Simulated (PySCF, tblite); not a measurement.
**C6H10GeS: geometry, infrared bands and NMR shifts**

What infrared bands and NMR shifts should C6H10GeS (`C#C[C@H](C)[S][GeH2][CH]=C`) show?

Programs: tblite 0.8.0 and PySCF 2.14.0, with density-fitted response routines of our own. Each step states its level of theory. These are calculated values for one molecule in the gas phase, unless marked as measured. Atoms count from 0, in the outputs and in this text.

**1. The starting structure**

18 atoms, charge 0, multiplicity 1; geometry from: force field or distance geometry start.

Bonds of the start (Å): C0–C1 1.20, C1–C2 1.49, C2–C3 1.49, C2–S4 1.82, S4–Ge5 2.25, Ge5–C6 1.91, C6–C7 1.33, C0–H8 1.05, C2–H9 1.10, C3–H10 1.11, C3–H11 1.13, C3–H12 1.08, Ge5–H13 1.55, Ge5–H14 1.57, C6–H15 1.10, C7–H16 1.11, C7–H17 1.09.

**2. Relaxing the molecule with GFN2-xTB**

Job settings and geometry (Å):

```
{"job": {"kind": "relax", "xc": "GFN2-xTB", "basis": "xTB"}, "charge": 0, "multiplicity": 1}
C      1.766700     2.562900    -0.760000
C      1.870000     1.501400    -0.215300
C      2.005500     0.185800     0.471900
C      2.370800    -0.803500    -0.587700
S      0.379300    -0.197600     1.191300
Ge    -0.988900    -0.494300    -0.570800
C     -2.727700    -0.992100     0.052500
C     -3.704800    -0.084900     0.020100
H      1.645600     3.489000    -1.247200
H      2.750100     0.209600     1.284000
H      3.420900    -1.102200    -0.411300
H      1.745900    -1.747100    -0.532900
H      2.213100    -0.385200    -1.576300
H     -0.422700    -1.605900    -1.498100
H     -1.112400     0.865100    -1.346900
H     -2.947000    -1.992400     0.455000
H     -4.728800    -0.318500     0.363700
H     -3.544300     0.916000    -0.368500
```

On the command line:

```bash
$ OMP_NUM_THREADS=1 python probes_run.py task.json out
```

This one command runs all jobs of the session in turn.

**Question.** This job is followed by: GFN2-xTB harmonic vibrations, gas phase; GIAO PBE0/pcSseg-1 NMR shielding, non-relativistic, gas phase. What will the session give for the following? strongest single infrared mode (GFN2-xTB); zero-point energy (GFN2-xTB); ¹³C shifts against TMS (PBE0/pcSseg-1); ¹H shifts against TMS (PBE0/pcSseg-1, means over atoms taken as alike); ³³S shifts against CS2 (PBE0/pcSseg-1); ⁷³Ge shifts against GeMe4 (PBE0/pcSseg-1); surface potential, 1st and 99th percentile.

**Answer**, as computed:

| quantity | value |
| --- | --- |
| strongest single infrared mode (GFN2-xTB) | 1924 cm⁻¹, 425 km/mol |
| zero-point energy (GFN2-xTB) | 81.4 kcal/mol |
| ¹³C shifts against TMS (PBE0/pcSseg-1) | 144.3, 138.5, 89.1, 80.9, 33.0, 27.9 ppm |
| ¹H shifts against TMS (PBE0/pcSseg-1, means over atoms taken as alike) | 6.59, 6.56, 6.32, 5.34, 5.23, 3.62, 2.08, 1.65 ppm |
| ³³S shifts against CS2 (PBE0/pcSseg-1) | -44 ppm |
| ⁷³Ge shifts against GeMe4 (PBE0/pcSseg-1) | -111 ppm |
| surface potential, 1st and 99th percentile | -1.10 V and 1.26 V |

**Reading.** Relaxing lowered the energy by 0.407 eV in 92 steps; the close pair that moved most is Ge5–H14, from 1.570 to 1.511 Å. The lowest mode is slightly imaginary (16i cm⁻¹), a soft motion within the noise of the Hessian, so the minimum is not strictly shown. The strongest single mode, at 1924 cm⁻¹, moves mainly H14. GFN2-xTB is a fitted tight-binding method: band positions and strengths are rough. Its intensities can rank the bands wrongly. The most deshielded carbon is C7 (terminal =CH2 carbon), at 144.3 ppm: as expected for a trigonal carbon in a double bond. At PBE0/pcSseg-1: Shielding is most anisotropic at S4 (span 536 ppm, paramagnetic term -512 ppm). By nearest atom (PBE0/pcSseg-1), the HOMO sits on S4 77 % and the LUMO on C6, C7 about 25 % each; S4 10 %. Spin-orbit coupling is left out, which matters for shieldings and couplings at and beside the heavy atoms.
